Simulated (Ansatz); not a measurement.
**LuGaP2: how the settings move a single-point run**

Question: which choices in the input matter for LuGaP2? The cell is built on a prototype (ordering on rocksalt) and needn't be the phase found in nature.

Computed with Ansatz 0.2.0 (reference: DFT, PBE, plane waves, PAW, unless a step's input says otherwise).

1 further run of the same task is left out (it didn't finish).

## (1) The structure to begin with

Symmetry: P4/mmm, No. 123, tetragonal system. Conventional cell: a = 3.770 Å, b = 3.770 Å, c = 5.539 Å, α = 90.00°, β = 90.00°, γ = 90.00°. Ga (site symmetry 4/mmm) has 6 P at 2.67 to 2.77 Å as nearest neighbours. P (site symmetry 4/mmm) is surrounded by 4 Lu at 2.67 Å and 2 Ga at 2.77 Å. Lu (site symmetry 4/mmm) is surrounded by 6 P at 2.67 to 2.77 Å. P (site symmetry 4/mmm) is surrounded by 4 Ga at 2.67 Å and 2 Lu at 2.77 Å.

As a file:

```
CELL_PARAMETERS angstrom
3.76973 0.00000 0.00000
0.00000 3.76973 0.00000
0.00000 0.00000 5.53873
ATOMIC_POSITIONS crystal
Ga 0.00000 0.00000 0.00000
P 0.00000 0.00000 0.50000
Lu 0.50000 0.50000 0.50000
P 0.50000 0.50000 0.00000
```

## (2) The reference run

input.yaml

```yaml
crystal:
  lattice:
    - [3.7697287898, 0.0, 0.0]
    - [0.0, 3.7697287898, 0.0]
    - [0.0, 0.0, 5.5387272645]
  atoms:
    - { symbol: Ga, position: [0.0, 0.0, 0.0] }
    - { symbol: P, position: [0.0, 0.0, 0.5] }
    - { symbol: Lu, position: [0.5, 0.5, 0.5] }
    - { symbol: P, position: [0.5, 0.5, 0.0] }
kpoints:
  mp_grid: { grid: [6, 6, 4] }
hamiltonian:
  xc: pbe
scf:
  occupations: { method: fermi_dirac, width: 0.02 }
  n_extra_bands: 5
output:
  forces: true
  stress: true
  eigenvalues: true
  write_density: true
  write_potential: true
  elf: true
  volumetric_format: npy
```

The run is started by

```sh
> ansatz run input.yaml --threads 4 --pin off --max-ram 3686MiB --backend cpu --events-out ev --progress --plain --runs-dir out
```

## (3) Variant: occupations.method cold, occupations.width 0.2

input.yaml, as its differences from that of step 2:

```diff
@@ -15,3 +15,3 @@
 scf:
-  occupations: { method: fermi_dirac, width: 0.02 }
+  occupations: { method: cold, width: 0.2 }
   n_extra_bands: 5
@@ -21,5 +21 @@
   eigenvalues: true
-  write_density: true
-  write_potential: true
-  elf: true
-  volumetric_format: npy
```

## (4) The same system, input altered

input.yaml, as its differences from that of step 2:

```diff
@@ -17,2 +17,3 @@
   n_extra_bands: 5
+  max_iter: 59
 output:
@@ -21,5 +22,4 @@
   eigenvalues: true
-  write_density: true
-  write_potential: true
-  elf: true
-  volumetric_format: npy
+magnetization:
+  spin_polarized: true
+  initial_magnetization: 0.5
```

## (6) Changing settings: mp_grid.grid [3, 3, 3]

input.yaml, as its differences from that of step 2:

```diff
@@ -11,3 +11,3 @@
 kpoints:
-  mp_grid: { grid: [6, 6, 4] }
+  mp_grid: { grid: [3, 3, 3] }
 hamiltonian:
@@ -21,5 +21 @@
   eigenvalues: true
-  write_density: true
-  write_potential: true
-  elf: true
-  volumetric_format: npy
```

## (7) The same system, input altered

input.yaml, as its differences from that of step 2:

```diff
@@ -17,2 +17,4 @@
   n_extra_bands: 5
+  convergence: { dr2_threshold: 0.0001 }
+  max_iter: 83
 output:
@@ -21,5 +23 @@
   eigenvalues: true
-  write_density: true
-  write_potential: true
-  elf: true
-  volumetric_format: npy
```

## (9) Changing settings: occupations.method methfessel_paxton, occupations.width 0.5

input.yaml, as its differences from that of step 2:

```diff
@@ -15,3 +15,3 @@
 scf:
-  occupations: { method: fermi_dirac, width: 0.02 }
+  occupations: { method: methfessel_paxton, width: 0.5 }
   n_extra_bands: 5
@@ -21,5 +21 @@
   eigenvalues: true
-  write_density: true
-  write_potential: true
-  elf: true
-  volumetric_format: npy
```

## (10) Changing settings: xc_grid 3

input.yaml, as its differences from that of step 2:

```diff
@@ -21,5 +21,3 @@
   eigenvalues: true
-  write_density: true
-  write_potential: true
-  elf: true
-  volumetric_format: npy
+basis:
+  xc_grid: 3
```

(Steps that only read results are left out.)

**Question.** What will these runs give? Wanted: for each run, ending; energy change; pressure; gap; force.

The runs gave:

| run | ending | energy change | pressure (GPa) | gap (eV) | force (eV/Å) | cycles | time |
| --- | --- | --- | --- | --- | --- | --- | --- |
| reference | converged | 0 | 1.2 | 0.00 | 0.00 | 7 | 3.2 s |
| 1: occupations.method cold, occupations.width 0.2 | converged | -0.9 meV/atom (σ→0) | 1.2 | 0.00 | 0.00 | 7 | 2.3 s |
| 2: spin_polarized true, initial_magnetization 0.5 | converged | 0.0 meV/atom | 1.2 | 0.00 | 0.00 | 16 | 7.6 s |
| 3: mp_grid.grid [3, 3, 3] | converged | +127.5 meV/atom | 1.8 | 0.00 | 0.00 | 12 | 1.1 s |
| 4: dr2_threshold 0.0001 | converged | 0.0 meV/atom | 1.2 | 0.00 | 0.00 | 6 | 2.3 s |
| 5: occupations.method methfessel_paxton, occupations.width 0.5 | converged | -0.4 meV/atom (σ→0) | 1.2 | 0.00 | 0.00 | 7 | 2.3 s |
| 6: xc_grid 3 | converged | 0.0 meV/atom | 1.2 | 0.00 | 0.00 | 7 | 2.3 s |

Times don't compare one to one where runs were asked for different outputs or read a saved state (see the inputs); cycles may leave out searches for a lower state.

Residual by cycle in the longest SCF loop of each run; runs are numbered as in the table. The quantity is the density residual dr2, in eV.

| cycle | reference | run 1 | run 2 | run 3 | run 4 | run 5 | run 6 |
| --- | --- | --- | --- | --- | --- | --- | --- |
| 1 | 0.00173 | 0.0017 | 5.27 | 0.522 | 0.00173 | 0.0023 | 0.00173 |
| 2 | 6.7e-4 | 7.2e-4 | 3.07 | 0.0428 | 6.7e-4 | 9.4e-4 | 6.7e-4 |
| 4 | 2.0e-5 | 3.3e-5 | 0.229 | 0.0351 | 2.0e-5 | 3.7e-5 | 2.0e-5 |
| 5 | 4.9e-6 | 6.4e-6 | 0.0188 | 0.0119 | 4.9e-6 | 8.0e-6 | 4.9e-6 |
| 6 | 1.5e-7 | 3.0e-7 | 0.00676 | 1.4e-4 | 1.6e-7 | 3.0e-7 | 1.5e-7 |
| 8 | - | - | 5.2e-4 | 3.5e-5 | - | - | - |
| 9 | - | - | 2.8e-5 | 6.9e-5 | - | - | - |
| 11 | - | - | 2.0e-6 | 2.8e-7 | - | - | - |
| 12 | - | - | 1.9e-7 | 1.1e-8 | - | - | - |
| 13 | - | - | 1.0e-7 | - | - | - | - |
| 15 | - | - | 3.2e-9 | - | - | - | - |
| 16 | - | - | 7.6e-10 | - | - | - | - |

Of the variants the dearest is «spin_polarized true, initial_magnetization 0.5» (7.6 s), the cheapest «mp_grid.grid [3, 3, 3]» (1.1 s), on a shared host.
